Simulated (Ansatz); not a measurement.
# GeHBr (triplet): the correlation ladder, cc-pVTZ

Aim: climb from Hartree-Fock through coupled cluster and multireference methods for GeHBr (triplet) at one geometry and basis, and see what each rung misses.

Method: cc-pVTZ, core rule «outside noble gas», up to 28 orbitals frozen; program: Ansatz 0.2.0, Gaussian basis.

Plan: UHF; CCSD(T) on ROHF; CCSD(T) on UHF; BCCD(T) on ROHF; CCSDT(Q) on ROHF; CCSDT(Q) on UHF; CASSCF and MRCISD+Q, 12 electrons in 9 orbitals; CASSCF and NEVPT2, 12 electrons in 9 orbitals.

4 further runs of the same task are left out: 4 set aside as unsound or not needed.

### 1 The geometry

The geometry is a PBE0/def2-TZVP stationary point (not a proven minimum) of the parent state, kept for this charge and spin. No spin-orbit coupling is included. The filled d shell of Ge, Br may be among the frozen orbitals whatever the setting's name suggests; the logs give the count.

3 atoms, charge 0, spin multiplicity 3.

Atoms are counted from 1 here; the program's logs count them from 0.

Bond lengths: Ge1–Br2 2.339 Å, Ge1–H3 1.598 Å. Angles: Br2–Ge1–H3 93.3°.

As a file:

```xyz
3

Ge    0.0000   -0.0382    1.2160
Br    0.0000    0.0151   -1.1224
H     0.0000    1.5551    1.3441
```

### 2 UHF

The input, in.yaml:

```yaml
crystal:
  periodic: [false, false, false]
  atoms:
    - {symbol: Ge, position_ang: [0.000000, -0.038171, 1.216039]}
    - {symbol: Br, position_ang: [0.000000, 0.015084, -1.122445]}
    - {symbol: H, position_ang: [0.000000, 1.555115, 1.344104]}
basis:
  gaussian: {orbitals: cc-pVTZ}
magnetization: {spin_polarized: true, initial_magnetization: 2}
hamiltonian: {xc: hf}
output: {orbitals: {seedname: orbitals}}
```

The run is started by

```sh
$ ansatz run in.yaml --threads 1 --pin off --events-out ev --progress --plain --max-ram 4096MiB --backend cpu
```

The runs that follow: CCSD(T) on ROHF; CCSD(T) on UHF; BCCD(T) on ROHF; CCSDT(Q) on ROHF; CCSDT(Q) on UHF; CASSCF and MRCISD+Q, 12 electrons in 9 orbitals; CASSCF and NEVPT2, 12 electrons in 9 orbitals.

**Question.** What will the summary of the whole plan be? Wanted: UCCSDT(Q) from the RHF energy; RMP2 from UCCSDT(Q); UMP2 from UCCSDT(Q); RCCSD from UCCSDT(Q); RCCSD(T) from UCCSDT(Q); UCCSD(T) from UCCSDT(Q); RCCSDT(Q) from UCCSDT(Q); NEVPT2 valence from UCCSDT(Q); MRCISD+Q valence from UCCSDT(Q).

**Answer**, as computed:

| quantity | value |
| --- | --- |
| UCCSDT(Q) from the ROHF energy | -7.6545 eV |
| RMP2 from UCCSDT(Q) | +1168.2 meV |
| UMP2 from UCCSDT(Q) | +1142.9 meV |
| RCCSD from UCCSDT(Q) | +368.4 meV |
| RCCSD(T) from UCCSDT(Q) | +60.1 meV |
| UCCSD(T) from UCCSDT(Q) | +48.5 meV |
| RCCSDT(Q) from UCCSDT(Q) | +13.8 meV |
| NEVPT2 valence from UCCSDT(Q) | +1556.6 meV |
| MRCISD+Q valence from UCCSDT(Q) | +157.6 meV |
| levels within 1 kcal/mol (43 meV) | RCCSDT, UCCSDT, RCCSDT(Q) |
| T1 diagnostic | 0.032 |
| effectively unpaired electrons | 2.01 |

In words: RCCSD(T) misses by +60.1 meV, 0.8 % of the correlation energy. One determinant dominates. Of the multireference levels listed MRCISD+Q valence comes nearest in total energy (+157.6 meV), which doesn't show that its space is the better one. These misses are within one basis, not against nature; the frozen cores of restricted and unrestricted runs differ, which can shift their rows.
